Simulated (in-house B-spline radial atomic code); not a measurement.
# Ba⁺: a fraction of an electron removed from 5p

Aim: the energy of Ba⁺ as a fraction of an electron is removed from 5p, to see how far it bends away from a straight line.

The numbers are computed with in-house B-spline radial atomic code version 1 (scalar-relativistic (spin-free one-electron X2C) r2SCAN0, spin-polarised, spherical fractional occupations, Fermi nucleus, basis-set limit), except any that are marked as measured or tabulated.

### 1 The atom as given

| Item | Value |
| --- | --- |
| element | barium (Z = 56) |
| charge | +1 |
| electrons | 55 |
| configuration | [Xe] 6s1 |
| Hamiltonian | scalar-relativistic (X2C) |
| nucleus | Fermi, rms radius 4.838 fm |

The outer shells:

[Xe] 6s1
```
[Xe] core
6s [↑ ]
```

Where spins are not typed, each open shell is filled with up spins first.

### 2 The start, at fraction 0

Settings, as recorded:

```ini
Z = 56
electrons = 55.0
configuration = [Xe] 6s1
hamiltonian = x2c
method = r2scan0
spin_polarised = True
nucleus = fermi
rms_radius = 4.8378
mass_number = 138
atomic_mass = 137.905247059
speed_of_light = 137.035999084
```

The program writes no log. Results of the run, from its result record (rounded, main fields):

```text
status: converged
scf [iteration, energy, orbital gradient]:
  - [1, -8134.56849725, 0.131]
  - [2, -8134.57927625, 0.00226]
  - [3, -8134.57935977, 0.000886]
  - [4, -8134.57936756, 0.000482]
  - [5, -8134.57937079, 0.000123]
  - [6, -8134.579371, 3.38e-05]
  - [7, -8134.57937102, 1.28e-05]
  - [8, -8134.57937103, 5.5e-06]
  - [9, -8134.57937103, 2.89e-07]
energy [hartree]: {"total": -8134.57937103, "kinetic": 8685.1586836, "nuclear": -19774.8347744, "coulomb": 3154.98393773, "exact_exchange": -49.2038825059, "xc": -150.683335463}
orbitals [hartree, bohr; first row names the columns]:
  - ["name", "occ", "eps", "<r>", "<r^2>", "<1/r>", "r_max"]
  - ["1s up", 1.0, -1372.2511, 0.024942, 0.00085447, 64.103, 0.015664]
  - ["1s down", 1.0, -1372.2506, 0.024942, 0.00085447, 64.103, 0.015664]
  - ["2s up", 1.0, -218.56379, 0.10912, 0.014115, 14.668, 0.092714]
  - ["2s down", 1.0, -218.56336, 0.10912, 0.014115, 14.668, 0.092714]
  - ["2p up", 3.0, -196.05586, 0.095874, 0.011238, 13.356, 0.074285]
  - ["2p down", 3.0, -196.05563, 0.095874, 0.011238, 13.356, 0.074285]
  - ["3s up", 1.0, -46.928394, 0.29091, 0.096863, 5.22, 0.26605]
  - ["3s down", 1.0, -46.927702, 0.29091, 0.096864, 5.22, 0.26605]
  - ["3p up", 3.0, -39.615039, 0.28903, 0.096959, 4.828, 0.26028]
  - ["3p down", 3.0, -39.614607, 0.28902, 0.096958, 4.828, 0.26028]
  - ["3d up", 5.0, -28.91073, 0.26638, 0.083744, 4.5379, 0.21533]
  - ["3d down", 5.0, -28.910386, 0.26638, 0.083743, 4.5379, 0.21533]
  - ["4s up", 1.0, -9.6334135, 0.6743, 0.51281, 2.1123, 0.62537]
  - ["4s down", 1.0, -9.6318702, 0.67433, 0.51284, 2.1121, 0.62542]
  - ["4p up", 3.0, -7.234553, 0.71535, 0.58168, 1.922, 0.65353]
  - ["4p down", 3.0, -7.2335067, 0.71529, 0.58155, 1.9221, 0.65354]
  - ["4d up", 5.0, -3.6953222, 0.80106, 0.74522, 1.6506, 0.69577]
  - ["4d down", 5.0, -3.6940695, 0.80089, 0.74487, 1.6509, 0.69577]
  - ["5s up", 1.0, -1.5691426, 1.6458, 3.0432, 0.80324, 1.4766]
  - ["5s down", 1.0, -1.5648495, 1.6495, 3.0565, 0.8011, 1.4787]
  - ["5p up", 3.0, -0.96987262, 1.9162, 4.1653, 0.67867, 1.6703]
  - ["5p down", 3.0, -0.9667793, 1.9061, 4.107, 0.68075, 1.6708]
  - ["6s up", 1.0, -0.30980464, 4.3619, 21.197, 0.28672, 3.92]
sum_r [bohr^k]: {"-1": 360.7014, "1": 38.59748, "2": 65.78957}
```

Run time: 0.4 s. Hardware: 1 thread, shared host.

Meta-GGA runs start from a PBE run whose iterations are not counted.

### 3 0.14 electron removed from 5p

The settings differ from step 2 so:

```diff
@@ -1,4 +1,4 @@
 Z = 56
-electrons = 55.0
-configuration = [Xe] 6s1
+electrons = 54.86
+configuration = [Kr] 4d10 5s2 5p5.86 6s1
 hamiltonian = x2c
```

Result record:

```text
status: converged
iterations: 9
energy [hartree]: {"total": -8134.44094442, "kinetic": 8685.02384119, "nuclear": -19771.3369795, "coulomb": 3151.69163476, "exact_exchange": -49.1827893856, "xc": -150.636651519}
orbitals [hartree, bohr; first row names the columns]:
  - ["name", "occ", "eps", "<r>"]
  - ["1s up", 1.0, -1372.314, 0.024942]
  - ["1s down", 1.0, -1372.3129, 0.024942]
  - ["2s up", 1.0, -218.62598, 0.10912]
  - ["2s down", 1.0, -218.62539, 0.10912]
  - ["2p up", 3.0, -196.11821, 0.095874]
  - ["2p down", 3.0, -196.11756, 0.095874]
  - ["3s up", 1.0, -46.990263, 0.29091]
  - ["3s down", 1.0, -46.989185, 0.29091]
  - ["3p up", 3.0, -39.676933, 0.28902]
  - ["3p down", 3.0, -39.675995, 0.28902]
  - ["3d up", 5.0, -28.972615, 0.26638]
  - ["3d down", 5.0, -28.971884, 0.26637]
  - ["4s up", 1.0, -9.6948092, 0.67427]
  - ["4s down", 1.0, -9.6922011, 0.67432]
  - ["4p up", 3.0, -7.2957937, 0.71532]
  - ["4p down", 3.0, -7.2936929, 0.71526]
  - ["4d up", 5.0, -3.7563298, 0.80098]
  - ["4d down", 5.0, -3.7540145, 0.80062]
  - ["5s up", 1.0, -1.626874, 1.6416]
  - ["5s down", 1.0, -1.6145428, 1.6456]
  - ["5p up", 3.0, -1.0244129, 1.9066]
  - ["5p down", 2.86, -1.0108289, 1.8989]
  - ["6s up", 1.0, -0.34254347, 4.264]
sum_r [bohr^k]: {"-1": 360.639, "1": 38.17349, "2": 63.98671}
energy_minus_base [hartree]: 0.138426609
```

Run time: 0.4 s. Hardware: 1 thread, shared host.

energy_minus_base is the energy less that of the reference run.

### 4 0.35 electron removed from 5p

The settings differ from step 3 so:

```diff
@@ -1,4 +1,4 @@
 Z = 56
-electrons = 54.86
-configuration = [Kr] 4d10 5s2 5p5.86 6s1
+electrons = 54.65
+configuration = [Kr] 4d10 5s2 5p5.65 6s1
 hamiltonian = x2c
```

Result record:

```text
status: converged
iterations: 9
energy [hartree]: {"total": -8134.22165576, "kinetic": 8684.80998795, "nuclear": -19765.9987889, "coulomb": 3146.68573447, "exact_exchange": -49.152393852, "xc": -150.566195454}
orbitals [hartree, bohr; first row names the columns]:
  - ["name", "occ", "eps", "<r>"]
  - ["1s up", 1.0, -1372.4101, 0.024942]
  - ["1s down", 1.0, -1372.4081, 0.024942]
  - ["2s up", 1.0, -218.72085, 0.10912]
  - ["2s down", 1.0, -218.72001, 0.10912]
  - ["2p up", 3.0, -196.21331, 0.095873]
  - ["2p down", 3.0, -196.21204, 0.095874]
  - ["3s up", 1.0, -47.084619, 0.29091]
  - ["3s down", 1.0, -47.082954, 0.29091]
  - ["3p up", 3.0, -39.771331, 0.28902]
  - ["3p down", 3.0, -39.76962, 0.28902]
  - ["3d up", 5.0, -29.067, 0.26638]
  - ["3d down", 5.0, -29.065678, 0.26637]
  - ["4s up", 1.0, -9.7883962, 0.67422]
  - ["4s down", 1.0, -9.784169, 0.6743]
  - ["4p up", 3.0, -7.3891409, 0.71526]
  - ["4p down", 3.0, -7.3854369, 0.71522]
  - ["4d up", 5.0, -3.8493074, 0.80084]
  - ["4d down", 5.0, -3.8453816, 0.8002]
  - ["5s up", 1.0, -1.7147026, 1.6354]
  - ["5s down", 1.0, -1.6900675, 1.6398]
  - ["5p up", 3.0, -1.1074519, 1.8926]
  - ["5p down", 2.65, -1.0778055, 1.8884]
  - ["6s up", 1.0, -0.39298242, 4.1327]
sum_r [bohr^k]: {"-1": 360.5438, "1": 37.55832, "2": 61.50164}
energy_minus_base [hartree]: 0.357715262
```

Wall time 0.44 s (1 thread, shared host).

### 5 0.39 electron removed from 5p

The settings differ from step 4 so:

```diff
@@ -1,4 +1,4 @@
 Z = 56
-electrons = 54.65
-configuration = [Kr] 4d10 5s2 5p5.65 6s1
+electrons = 54.61
+configuration = [Kr] 4d10 5s2 5p5.61 6s1
 hamiltonian = x2c
```

Result record:

```text
status: converged
iterations: 9
energy [hartree]: {"total": -8134.17828625, "kinetic": 8684.76766279, "nuclear": -19764.969959, "coulomb": 3145.72351376, "exact_exchange": -49.1467773033, "xc": -150.55272647}
orbitals [hartree, bohr; first row names the columns]:
  - ["name", "occ", "eps", "<r>"]
  - ["1s up", 1.0, -1372.4286, 0.024942]
  - ["1s down", 1.0, -1372.4265, 0.024942]
  - ["2s up", 1.0, -218.73913, 0.10912]
  - ["2s down", 1.0, -218.73824, 0.10912]
  - ["2p up", 3.0, -196.23164, 0.095873]
  - ["2p down", 3.0, -196.23025, 0.095874]
  - ["3s up", 1.0, -47.102796, 0.29091]
  - ["3s down", 1.0, -47.101018, 0.29091]
  - ["3p up", 3.0, -39.789515, 0.28902]
  - ["3p down", 3.0, -39.787655, 0.28902]
  - ["3d up", 5.0, -29.085183, 0.26637]
  - ["3d down", 5.0, -29.083747, 0.26637]
  - ["4s up", 1.0, -9.8064179, 0.67421]
  - ["4s down", 1.0, -9.8018792, 0.6743]
  - ["4p up", 3.0, -7.4071158, 0.71525]
  - ["4p down", 3.0, -7.4031034, 0.71521]
  - ["4d up", 5.0, -3.8672091, 0.80082]
  - ["4d down", 5.0, -3.8629744, 0.80012]
  - ["5s up", 1.0, -1.7315921, 1.6342]
  - ["5s down", 1.0, -1.7045774, 1.6387]
  - ["5p up", 3.0, -1.1234288, 1.89]
  - ["5p down", 2.61, -1.0906758, 1.8864]
  - ["6s up", 1.0, -0.40276303, 4.1096]
sum_r [bohr^k]: {"-1": 360.5255, "1": 37.44366, "2": 61.05392}
energy_minus_base [hartree]: 0.401084773
```

Run time: 0.4 s. Hardware: 1 thread, shared host.

### 6 0.5 electron removed from 5p

The settings differ from step 5 so:

```diff
@@ -1,4 +1,4 @@
 Z = 56
-electrons = 54.61
-configuration = [Kr] 4d10 5s2 5p5.61 6s1
+electrons = 54.5
+configuration = [Kr] 4d10 5s2 5p5.5 6s1
 hamiltonian = x2c
```

Result record:

```text
status: converged
iterations: 9
energy [hartree]: {"total": -8134.05635806, "kinetic": 8684.64862045, "nuclear": -19762.1213689, "coulomb": 3143.0636343, "exact_exchange": -49.1316229892, "xc": -150.515620903}
orbitals [hartree, bohr; first row names the columns]:
  - ["name", "occ", "eps", "<r>"]
  - ["1s up", 1.0, -1372.4798, 0.024942]
  - ["1s down", 1.0, -1372.4772, 0.024942]
  - ["2s up", 1.0, -218.78973, 0.10912]
  - ["2s down", 1.0, -218.78871, 0.10912]
  - ["2p up", 3.0, -196.28237, 0.095873]
  - ["2p down", 3.0, -196.28064, 0.095874]
  - ["3s up", 1.0, -47.153108, 0.29091]
  - ["3s down", 1.0, -47.151017, 0.29091]
  - ["3p up", 3.0, -39.83985, 0.28902]
  - ["3p down", 3.0, -39.837577, 0.28902]
  - ["3d up", 5.0, -29.135513, 0.26637]
  - ["3d down", 5.0, -29.133761, 0.26637]
  - ["4s up", 1.0, -9.8562898, 0.67418]
  - ["4s down", 1.0, -9.8508895, 0.67429]
  - ["4p up", 3.0, -7.4568576, 0.71522]
  - ["4p down", 3.0, -7.4519923, 0.71518]
  - ["4d up", 5.0, -3.9167451, 0.80074]
  - ["4d down", 5.0, -3.911657, 0.79989]
  - ["5s up", 1.0, -1.7782935, 1.631]
  - ["5s down", 1.0, -1.7446714, 1.6357]
  - ["5p up", 3.0, -1.1676195, 1.8829]
  - ["5p down", 2.5, -1.1262419, 1.881]
  - ["6s up", 1.0, -0.42993411, 4.0485]
sum_r [bohr^k]: {"-1": 360.4746, "1": 37.13215, "2": 59.85986}
energy_minus_base [hartree]: 0.523012966
```

It took 0.4 s on 1 thread, shared host.

### 7 0.6 electron removed from 5p

The settings differ from step 6 so:

```diff
@@ -1,4 +1,4 @@
 Z = 56
-electrons = 54.5
-configuration = [Kr] 4d10 5s2 5p5.5 6s1
+electrons = 54.4
+configuration = [Kr] 4d10 5s2 5p5.4 6s1
 hamiltonian = x2c
```

Result record:

```text
status: converged
iterations: 9
energy [hartree]: {"total": -8133.94210837, "kinetic": 8684.53701164, "nuclear": -19759.5076087, "coulomb": 3140.62852819, "exact_exchange": -49.1182217934, "xc": -150.481817679}
orbitals [hartree, bohr; first row names the columns]:
  - ["name", "occ", "eps", "<r>"]
  - ["1s up", 1.0, -1372.5268, 0.024942]
  - ["1s down", 1.0, -1372.5238, 0.024942]
  - ["2s up", 1.0, -218.83615, 0.10912]
  - ["2s down", 1.0, -218.83501, 0.10912]
  - ["2p up", 3.0, -196.3289, 0.095873]
  - ["2p down", 3.0, -196.32687, 0.095874]
  - ["3s up", 1.0, -47.199254, 0.29091]
  - ["3s down", 1.0, -47.196875, 0.29091]
  - ["3p up", 3.0, -39.886016, 0.28902]
  - ["3p down", 3.0, -39.883364, 0.28902]
  - ["3d up", 5.0, -29.181676, 0.26637]
  - ["3d down", 5.0, -29.179633, 0.26637]
  - ["4s up", 1.0, -9.9020175, 0.67415]
  - ["4s down", 1.0, -9.8958273, 0.67428]
  - ["4p up", 3.0, -7.5024648, 0.71519]
  - ["4p down", 3.0, -7.4968175, 0.71516]
  - ["4d up", 5.0, -3.9621594, 0.80067]
  - ["4d down", 5.0, -3.9562904, 0.79968]
  - ["5s up", 1.0, -1.8210664, 1.628]
  - ["5s down", 1.0, -1.7813541, 1.6329]
  - ["5p up", 3.0, -1.2081093, 1.8765]
  - ["5p down", 2.4, -1.1587841, 1.8761]
  - ["6s up", 1.0, -0.45497589, 3.9961]
sum_r [bohr^k]: {"-1": 360.428, "1": 36.85347, "2": 58.81787}
energy_minus_base [hartree]: 0.637262652
```

Run time: 0.4 s. Hardware: 1 thread, shared host.

### 8 0.7 electron removed from 5p

The settings differ from step 7 so:

```diff
@@ -1,4 +1,4 @@
 Z = 56
-electrons = 54.4
-configuration = [Kr] 4d10 5s2 5p5.4 6s1
+electrons = 54.3
+configuration = [Kr] 4d10 5s2 5p5.3 6s1
 hamiltonian = x2c
```

Result record:

```text
status: converged
iterations: 9
energy [hartree]: {"total": -8133.82459497, "kinetic": 8684.42215236, "nuclear": -19756.8713276, "coulomb": 3138.17772608, "exact_exchange": -49.1051837789, "xc": -150.44796198}
orbitals [hartree, bohr; first row names the columns]:
  - ["name", "occ", "eps", "<r>"]
  - ["1s up", 1.0, -1372.5742, 0.024942]
  - ["1s down", 1.0, -1372.5708, 0.024942]
  - ["2s up", 1.0, -218.88296, 0.10912]
  - ["2s down", 1.0, -218.88169, 0.10912]
  - ["2p up", 3.0, -196.37583, 0.095873]
  - ["2p down", 3.0, -196.37349, 0.095874]
  - ["3s up", 1.0, -47.245779, 0.2909]
  - ["3s down", 1.0, -47.243111, 0.29091]
  - ["3p up", 3.0, -39.932563, 0.28902]
  - ["3p down", 3.0, -39.929527, 0.28902]
  - ["3d up", 5.0, -29.22822, 0.26637]
  - ["3d down", 5.0, -29.225884, 0.26637]
  - ["4s up", 1.0, -9.9481076, 0.67412]
  - ["4s down", 1.0, -9.9411209, 0.67428]
  - ["4p up", 3.0, -7.5484323, 0.71515]
  - ["4p down", 3.0, -7.5419965, 0.71514]
  - ["4d up", 5.0, -4.0079284, 0.80059]
  - ["4d down", 5.0, -4.0012734, 0.79947]
  - ["5s up", 1.0, -1.8641332, 1.6251]
  - ["5s down", 1.0, -1.8182478, 1.6301]
  - ["5p up", 3.0, -1.2488923, 1.8702]
  - ["5p down", 2.3, -1.1915145, 1.8713]
  - ["6s up", 1.0, -0.48033206, 3.9463]
sum_r [bohr^k]: {"-1": 360.381, "1": 36.5788, "2": 57.81347}
energy_minus_base [hartree]: 0.754776058
```

Wall time 0.4 s (1 thread, shared host).

### 9 0.81 electron removed from 5p

The settings differ from step 8 so:

```diff
@@ -1,4 +1,4 @@
 Z = 56
-electrons = 54.3
-configuration = [Kr] 4d10 5s2 5p5.3 6s1
+electrons = 54.19
+configuration = [Kr] 4d10 5s2 5p5.19 6s1
 hamiltonian = x2c
```

Result record:

```text
status: converged
iterations: 9
energy [hartree]: {"total": -8133.69153881, "kinetic": 8684.29203021, "nuclear": -19753.9459153, "coulomb": 3135.46429203, "exact_exchange": -49.09126787, "xc": -150.410677828}
orbitals [hartree, bohr; first row names the columns]:
  - ["name", "occ", "eps", "<r>"]
  - ["1s up", 1.0, -1372.6268, 0.024942]
  - ["1s down", 1.0, -1372.623, 0.024942]
  - ["2s up", 1.0, -218.93489, 0.10912]
  - ["2s down", 1.0, -218.93348, 0.10912]
  - ["2p up", 3.0, -196.42789, 0.095873]
  - ["2p down", 3.0, -196.42521, 0.095874]
  - ["3s up", 1.0, -47.297386, 0.2909]
  - ["3s down", 1.0, -47.294397, 0.2909]
  - ["3p up", 3.0, -39.984194, 0.28902]
  - ["3p down", 3.0, -39.980733, 0.28902]
  - ["3d up", 5.0, -29.279849, 0.26637]
  - ["3d down", 5.0, -29.277186, 0.26636]
  - ["4s up", 1.0, -9.9992158, 0.67409]
  - ["4s down", 1.0, -9.9913451, 0.67427]
  - ["4p up", 3.0, -7.5994031, 0.71512]
  - ["4p down", 3.0, -7.5920921, 0.71511]
  - ["4d up", 5.0, -4.0586745, 0.80051]
  - ["4d down", 5.0, -4.0511484, 0.79923]
  - ["5s up", 1.0, -1.9118375, 1.622]
  - ["5s down", 1.0, -1.8590624, 1.627]
  - ["5p up", 3.0, -1.2940838, 1.8634]
  - ["5p down", 2.19, -1.2277232, 1.866]
  - ["6s up", 1.0, -0.50857611, 3.8945]
sum_r [bohr^k]: {"-1": 360.3288, "1": 36.28097, "2": 56.74817}
energy_minus_base [hartree]: 0.887832216
```

It took 0.4 s on 1 thread, shared host.

### 10 0.99 electron removed from 5p

The settings differ from step 9 so:

```diff
@@ -1,4 +1,4 @@
 Z = 56
-electrons = 54.19
-configuration = [Kr] 4d10 5s2 5p5.19 6s1
+electrons = 54.01
+configuration = [Kr] 4d10 5s2 5p5.01 6s1
 hamiltonian = x2c
```

Result record:

```text
status: converged
iterations: 9
energy [hartree]: {"total": -8133.4651849, "kinetic": 8684.07050132, "nuclear": -19749.1025296, "coulomb": 3130.98594034, "exact_exchange": -49.0694765793, "xc": -150.349620355}
orbitals [hartree, bohr; first row names the columns]:
  - ["name", "occ", "eps", "<r>"]
  - ["1s up", 1.0, -1372.7139, 0.024942]
  - ["1s down", 1.0, -1372.7093, 0.024942]
  - ["2s up", 1.0, -219.02083, 0.10912]
  - ["2s down", 1.0, -219.0192, 0.10912]
  - ["2p up", 3.0, -196.51406, 0.095873]
  - ["2p down", 3.0, -196.5108, 0.095874]
  - ["3s up", 1.0, -47.38278, 0.2909]
  - ["3s down", 1.0, -47.379259, 0.2909]
  - ["3p up", 3.0, -40.069628, 0.28902]
  - ["3p down", 3.0, -40.06546, 0.28902]
  - ["3d up", 5.0, -29.365282, 0.26637]
  - ["3d down", 5.0, -29.362078, 0.26636]
  - ["4s up", 1.0, -10.083748, 0.67404]
  - ["4s down", 1.0, -10.074412, 0.67425]
  - ["4p up", 3.0, -7.6837049, 0.71506]
  - ["4p down", 3.0, -7.6749425, 0.71507]
  - ["4d up", 5.0, -4.142594, 0.80036]
  - ["4d down", 5.0, -4.1336254, 0.79883]
  - ["5s up", 1.0, -1.9906249, 1.6168]
  - ["5s down", 1.0, -1.926341, 1.622]
  - ["5p up", 3.0, -1.368758, 1.8526]
  - ["5p down", 2.01, -1.2874066, 1.8574]
  - ["6s up", 1.0, -0.55556055, 3.8152]
sum_r [bohr^k]: {"-1": 360.2424, "1": 35.80262, "2": 55.085}
energy_minus_base [hartree]: 1.11418613
```

Wall time 0.4 s (1 thread, shared host).

### 11 1 electron removed from 5p

The settings differ from step 10 so:

```diff
@@ -1,4 +1,4 @@
 Z = 56
-electrons = 54.01
-configuration = [Kr] 4d10 5s2 5p5.01 6s1
+electrons = 54.0
+configuration = [Kr] 4d10 5s2 5p5 6s1
 hamiltonian = x2c
```

Result record:

```text
status: converged
iterations: 9
energy [hartree]: {"total": -8133.45229418, "kinetic": 8684.05787928, "nuclear": -19748.8314349, "coulomb": 3130.73579154, "exact_exchange": -49.0683021174, "xc": -150.346227954}
orbitals [hartree, bohr; first row names the columns]:
  - ["name", "occ", "eps", "<r>"]
  - ["1s up", 1.0, -1372.7187, 0.024942]
  - ["1s down", 1.0, -1372.7141, 0.024942]
  - ["2s up", 1.0, -219.02564, 0.10912]
  - ["2s down", 1.0, -219.02399, 0.10912]
  - ["2p up", 3.0, -196.51888, 0.095873]
  - ["2p down", 3.0, -196.51559, 0.095874]
  - ["3s up", 1.0, -47.387558, 0.2909]
  - ["3s down", 1.0, -47.384007, 0.2909]
  - ["3p up", 3.0, -40.074408, 0.28902]
  - ["3p down", 3.0, -40.070201, 0.28902]
  - ["3d up", 5.0, -29.370063, 0.26637]
  - ["3d down", 5.0, -29.366828, 0.26636]
  - ["4s up", 1.0, -10.088476, 0.67404]
  - ["4s down", 1.0, -10.079059, 0.67425]
  - ["4p up", 3.0, -7.6884203, 0.71505]
  - ["4p down", 3.0, -7.6795766, 0.71506]
  - ["4d up", 5.0, -4.1472876, 0.80035]
  - ["4d down", 5.0, -4.1382382, 0.79881]
  - ["5s up", 1.0, -1.9950278, 1.6165]
  - ["5s down", 1.0, -1.9300958, 1.6217]
  - ["5p up", 3.0, -1.3729324, 1.852]
  - ["5p down", 2.0, -1.2907372, 1.857]
  - ["6s up", 1.0, -0.55819794, 3.811]
sum_r [bohr^k]: {"-1": 360.2376, "1": 35.77635, "2": 54.99529}
energy_minus_base [hartree]: 1.12707684
```

Wall time 0.39 s (1 thread, shared host).

### 12 Results

| fraction | energy change (eV) | less the straight line (eV) | level 5p down (eV) | sum of <r²> (bohr²) |
| --- | --- | --- | --- | --- |
| 0 | 0.0000 | 0.0000 | -26.307 | 65.790 |
| 0.14 | 3.7668 | -0.5269 | -27.506 | 63.987 |
| 0.35 | 9.7339 | -1.0003 | -29.329 | 61.502 |
| 0.39 | 10.9141 | -1.0470 | -29.679 | 61.054 |
| 0.5 | 14.2319 | -1.1028 | -30.647 | 59.860 |
| 0.6 | 17.3408 | -1.0608 | -31.532 | 58.818 |
| 0.7 | 20.5385 | -0.9300 | -32.423 | 57.813 |
| 0.81 | 24.1591 | -0.6830 | -33.408 | 56.748 |
| 0.99 | 30.3185 | -0.0441 | -35.032 | 55.085 |
| 1 | 30.6693 | 0.0000 | -35.123 | 54.995 |

**Reading.** From fraction 0 to 1 the energy changes by 30.669 eV. It sags under the straight line by up to 1.10 eV (at 0.5). Slater's transition state, the slope from the orbital energy at fraction 0.5 (Janak's theorem), gives 30.647 eV for the whole step. Here exact exchange is taken at spherical fractional occupations, which leaves self-interaction in open p, d and f shells; that spoils the energies somewhat, at whole numbers too.
